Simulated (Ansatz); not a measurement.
**CH₇FGeSi: small, medium and large basis sets**

One table from this session's results is given with a row withheld; the runs are named, their logs left out.

The runs use Ansatz 0.2.0, Gaussian basis; one geometry, several basis sets.

Plan: PBE0-D4/def2-SVP; ωB97M-V/def2-SVP; PBE0-D4/def2-QZVPP; ωB97M-V/def2-QZVPP; the functionals' def2-TZVPP values are taken from earlier runs.

## Structure used throughout

An earlier PBE0-D4 in a triple-zeta def2 set relaxation fixed the geometry.

SMILES `[CH3][GeH]([F])[SiH3]`, 11 atoms, charge 0, spin multiplicity 1.

Atoms are counted from 1 here; the program's logs count them from 0.

Bond lengths: C1–Ge2 1.944 Å, C1–H5 1.090 Å, C1–H6 1.092 Å, C1–H7 1.091 Å, Ge2–F3 1.757 Å, Ge2–Si4 2.388 Å, Ge2–H8 1.543 Å, Si4–H9 1.486 Å, Si4–H10 1.485 Å, Si4–H11 1.488 Å. Angles: Ge2–C1–H5 110.1°, Ge2–C1–H6 110.2°, Ge2–C1–H7 109.6°, H5–C1–H6 108.9°, H5–C1–H7 109.1°, H6–C1–H7 108.9°, C1–Ge2–F3 105.6°, C1–Ge2–Si4 115.0°, C1–Ge2–H8 111.4°, F3–Ge2–Si4 105.7°, F3–Ge2–H8 104.8°, Si4–Ge2–H8 113.3°, Ge2–Si4–H9 109.6°, Ge2–Si4–H10 110.4°, Ge2–Si4–H11 109.0°, H9–Si4–H10 109.7°, H9–Si4–H11 108.9°, H10–Si4–H11 109.2°.

Set-up of the first run:

File in.yaml:

```yaml
crystal:
  periodic: [false, false, false]
  atoms:
    - {symbol: C, position_ang: [-1.020137, 1.435704, -0.418907]}
    - {symbol: Ge, position_ang: [0.583088, 0.336748, -0.457464]}
    - {symbol: F, position_ang: [1.813966, 1.270016, 0.378853]}
    - {symbol: Si, position_ang: [0.420584, -1.728872, 0.729591]}
    - {symbol: H, position_ang: [-1.337400, 1.600957, 0.610966]}
    - {symbol: H, position_ang: [-1.828242, 0.943500, -0.963430]}
    - {symbol: H, position_ang: [-0.814374, 2.398973, -0.887231]}
    - {symbol: H, position_ang: [1.120411, 0.174859, -1.895164]}
    - {symbol: H, position_ang: [-0.022032, -1.469542, 2.124273]}
    - {symbol: H, position_ang: [1.733686, -2.422246, 0.741714]}
    - {symbol: H, position_ang: [-0.584149, -2.596998, 0.057399]}
basis:
  gaussian: {orbitals: def2-SVP}
hamiltonian: {xc: pbe0, dispersion: d4}
output: {orbitals: {seedname: orbitals}}
```

Launch:

```bash
$ ansatz run in.yaml --threads 4 --pin off --events-out ev --progress --plain --max-ram 10444MiB
```

Among the steps run: PBE0-D4 in def2-SVP; ωB97M-V in def2-SVP; PBE0-D4 in def2-QZVPP; ωB97M-V in def2-QZVPP.

One table of the session follows, with a row left open; its other results are not shown here.

It belongs to the step «Density functionals: the series». 

| functional | basis | HOMO (eV) | LUMO (eV) |
| --- | --- | --- | --- |
| PBE0-D4 | def2-SVP | -8.09 | -0.08 |
| PBE0-D4 | def2-TZVPP | -8.13 | -0.28 |
| PBE0-D4 | def2-QZVPP | -8.14 | -0.39 |
| ωB97M-V | def2-SVP | -10.12 | 1.83 |
| ωB97M-V | def2-TZVPP | -10.18 | 1.55 |
| ωB97M-V | def2-QZVPP | ? | ? |

Q: Estimate the row for ωB97M-V, def2-QZVPP from the others.

As computed: HOMO (eV): -10.19; LUMO (eV): 1.29. In the column «HOMO (eV)» it is the lowest.
